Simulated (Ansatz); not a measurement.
Crystal: KFeAs2.

```xyz
4
Lattice="-1.9804 1.9804 6.3830 1.9804 -1.9804 6.3830 1.9804 1.9804 -6.3830" Properties=species:S:1:pos:R:3 pbc="T T T"
As    0.0000    0.0000    4.2222
As    0.0000    0.0000    8.5438
Fe    1.9804    0.0000    3.1915
K     0.0000    0.0000    0.0000
```

The cell comes from a database or a generator and needn't be the stable form of this composition.

Base run:

```yaml
Program: Ansatz 0.2.0
Functional: PBE
Potentials_or_basis: Ansatz PAW
Cutoff: "420 eV (not typed: the program's choice for these potentials)"
k_mesh: 9 × 9 × 9
Occupations: fermi-dirac, width 0.05 eV
Spin: no spin polarisation
```

Its results: band gap on the k mesh none (metal or under the smearing width); pressure -0.1 GPa; largest force 0.080 eV/Å.

Problem. The run is repeated on the same cell with these changes: spin from no spin polarisation to collinear spin, random start. What comes out?

Solution. Band gap on the k mesh none (metal or under the smearing width); pressure 0.2 GPa; net moment -0.61 μB per cell; site moments As +0.02; Fe -0.62; K +0.00 μB; largest force 0.067 eV/Å.

Caveats: a cell with one magnetic atom can't hold antiferromagnetic order, which such compounds often take (some runs).
